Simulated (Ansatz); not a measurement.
# C₂H₃OSi+ (SMILES O[CH+]C#[SiH]): single points off equilibrium

Aim: energy, forces and dipole at a structure displaced at random from a GFN2-xTB minimum, from CCSD(T) and from density functionals.

Computed with Ansatz 0.2.0, Gaussian basis. Level: single points in def2-TZVPP.

Cores are frozen in the correlated methods.

## (1) Where the work starts

SMILES `O[CH+]C#[SiH]`, 7 atoms, charge 1, spin multiplicity 1.

Atoms are counted from 1 here; the program's logs count them from 0.

Bond lengths: O1–C2 1.264 Å, O1–H5 0.889 Å, C2–C3 1.405 Å, C2–H6 1.252 Å, C3–Si4 1.607 Å, Si4–H7 1.529 Å. Angles: C2–O1–H5 115.2°, O1–C2–C3 119.0°, O1–C2–H6 119.7°, C3–C2–H6 120.4°, C2–C3–Si4 137.6°, C3–Si4–H7 154.5°.

As a file:

```xyz
7
C2H3OSi
O    -0.8409    1.1221    0.3383
C     0.1695    0.4680    0.7251
C     0.5065   -0.7218    0.0590
Si    0.3838   -1.3260   -1.4254
H    -0.9976    1.8759    0.7836
H     0.7322    0.7738    1.8006
H     0.3835   -2.4499   -2.4618
```

## (2) CCSD(T)/def2-TZVPP

The input, run/in.yaml:

```yaml
crystal:
  periodic: [false, false, false]
  atoms:
    - {symbol: O, position_ang: [-0.840900, 1.122100, 0.338300]}
    - {symbol: C, position_ang: [0.169500, 0.468000, 0.725100]}
    - {symbol: C, position_ang: [0.506500, -0.721800, 0.059000]}
    - {symbol: Si, position_ang: [0.383800, -1.326000, -1.425400]}
    - {symbol: H, position_ang: [-0.997600, 1.875900, 0.783600]}
    - {symbol: H, position_ang: [0.732200, 0.773800, 1.800600]}
    - {symbol: H, position_ang: [0.383500, -2.449900, -2.461800]}
basis:
  gaussian: {orbitals: def2-TZVPP}
total_charge: 1
correlation: {method: ccsd_t}
output: {forces: true}
```

No record of the launch command was kept for these runs.

## (3) PBE0-D4/def2-TZVPP

Changes to run/in.yaml since step 2:

```diff
@@ -13,3 +13,3 @@
 total_charge: 1
-correlation: {method: ccsd_t}
-output: {forces: true}
+hamiltonian: {xc: pbe0, dispersion: d4}
+output: {forces: true, orbitals: {seedname: orbitals}}
```

## (4) wB97M-V/def2-TZVPP

Changes to run/in.yaml since step 3:

```diff
@@ -13,3 +13,3 @@
 total_charge: 1
-hamiltonian: {xc: pbe0, dispersion: d4}
-output: {forces: true, orbitals: {seedname: orbitals}}
+hamiltonian: {xc: {name: wB97M-V}}
+output: {forces: true}
```

## (5) r2SCAN-D4/def2-TZVPP

Changes to run/in.yaml since step 4:

```diff
@@ -13,3 +13,3 @@
 total_charge: 1
-hamiltonian: {xc: {name: wB97M-V}}
+hamiltonian: {xc: r2scan, dispersion: d4}
 output: {forces: true}
```

## (6) PBE-D4/def2-TZVPP

Changes to run/in.yaml since step 5:

```diff
@@ -13,3 +13,3 @@
 total_charge: 1
-hamiltonian: {xc: r2scan, dispersion: d4}
+hamiltonian: {xc: pbe, dispersion: d4}
 output: {forces: true}
```

## (7) CAM-B3LYP-D4/def2-TZVPP

Changes to run/in.yaml since step 6:

```diff
@@ -13,3 +13,3 @@
 total_charge: 1
-hamiltonian: {xc: pbe, dispersion: d4}
+hamiltonian: {xc: {name: CAM-B3LYP}, dispersion: d4}
 output: {forces: true}
```

## (8) BHLYP-D4/def2-TZVPP

Changes to run/in.yaml since step 7:

```diff
@@ -13,3 +13,3 @@
 total_charge: 1
-hamiltonian: {xc: {name: CAM-B3LYP}, dispersion: d4}
+hamiltonian: {xc: {name: BHLYP}, dispersion: d4}
 output: {forces: true}
```

(Steps that only read results are left out.)

Q: Predict the outcome of this session. Wanted: energy less free atoms, CCSD(T)/def2-TZVPP; RMS force component; RMS force error; HOMO and LUMO, PBE0-D4; T1 diagnostic.

The runs gave:

```
                                  quantity                                                                                                 value
energy less free atoms, CCSD(T)/def2-TZVPP                                                                                       -402.0 kcal/mol
                       RMS force component                                                                  1.973 to 2.213 eV/Å over the methods
                           RMS force error  PBE0-D4 0.300, wB97M-V 0.347, r2SCAN-D4 0.210, PBE-D4 0.222, CAM-B3LYP-D4 0.414, BHLYP-D4 0.487 eV/Å
                    HOMO and LUMO, PBE0-D4                                                                                   -12.67 and -8.64 eV
                             T1 diagnostic                                                                                                 0.021
```

In words: Against CCSD(T) the functionals' energies less atoms differ by -47.7 to +12.2 kcal/mol, PBE-D4 by -47.7 kcal/mol. A larger basis would deepen the CCSD(T) value, while the functionals are nearly converged already, so the order here is not reliable. For forces r2SCAN-D4 does best and BHLYP-D4 worst. Frozen-core CCSD(T) forces in triple zeta carry basis errors of their own, and this is one geometry, so small gaps rank nothing. The restricted Hartree–Fock reference is unstable towards an unrestricted one at one or more of these structures.
